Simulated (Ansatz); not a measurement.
# C2H4BN: how energies converge with the basis set

Aim: see how fast density functionals converge with the basis set for C2H4BN.

Method: one geometry, several basis sets; program: Ansatz 0.2.0, Gaussian basis.

The runs, in order: PBE0-D4/def2-SVP; ωB97M-V/def2-SVP; PBE0-D4/def2-QZVPP; ωB97M-V/def2-QZVPP; the functionals' def2-TZVPP values are taken from earlier runs.

### 1 The relaxed structure

The geometry comes from an earlier relaxation with PBE0-D4 in a triple-zeta def2 set; it is a stationary point, not always the lowest conformer.

SMILES `BC1C=N1`, 8 atoms, charge 0, spin multiplicity 1.

Atoms are counted from 1 here; the program's logs count them from 0.

Bond lengths: B1–C2 1.521 Å, B1–H5 1.197 Å, B1–H6 1.196 Å, C2–C3 1.480 Å, C2–N4 1.594 Å, C2–H7 1.088 Å, C3–N4 1.229 Å, C3–H8 1.082 Å. Angles: C2–B1–H5 120.4°, C2–B1–H6 119.5°, H5–B1–H6 120.1°, B1–C2–C3 120.1°, B1–C2–N4 118.3°, B1–C2–H7 121.9°, C3–C2–N4 46.9°, C3–C2–H7 114.7°, N4–C2–H7 112.2°, C2–C3–N4 71.4°, C2–C3–H8 146.9°, N4–C3–H8 141.7°, C2–N4–C3 61.7°.

### 2 PBE0-D4 in def2-SVP

Contents of in.yaml:

```yaml
crystal:
  periodic: [false, false, false]
  atoms:
    - {symbol: B, position_ang: [-0.430688, 1.153240, -0.281024]}
    - {symbol: C, position_ang: [0.523561, -0.024067, -0.147532]}
    - {symbol: C, position_ang: [0.032274, -1.325315, 0.357880]}
    - {symbol: N, position_ang: [0.630241, -0.752965, 1.265680]}
    - {symbol: H, position_ang: [-0.290674, 1.948458, -1.164192]}
    - {symbol: H, position_ang: [-1.339528, 1.265661, 0.488631]}
    - {symbol: H, position_ang: [1.454562, -0.075440, -0.707851]}
    - {symbol: H, position_ang: [-0.487749, -2.246672, 0.132409]}
basis:
  gaussian: {orbitals: def2-SVP}
hamiltonian: {xc: pbe0, dispersion: d4}
output: {orbitals: {seedname: orbitals}}
```

Started as:

```bash
> ansatz run in.yaml --threads 2 --pin off --events-out ev --progress --plain --max-ram 4352MiB
```

After this run come: ωB97M-V in def2-SVP; PBE0-D4 in def2-QZVPP; ωB97M-V in def2-QZVPP.

**Question.** What will the summary of the whole plan be? Wanted: PBE0-D4: double and triple zeta above quadruple; ωB97M-V: double and triple zeta above quadruple.

As calculated:

| quantity | value |
| --- | --- |
| PBE0-D4: double and triple zeta above quadruple | 5.04, 0.24 eV |
| ωB97M-V: double and triple zeta above quadruple | 5.26, 0.23 eV |

In words: PBE0-D4 gains 4.80 eV from double to triple zeta, then 0.24 eV more. Total energies overstate the basis error of differences, where much of it tends to cancel.
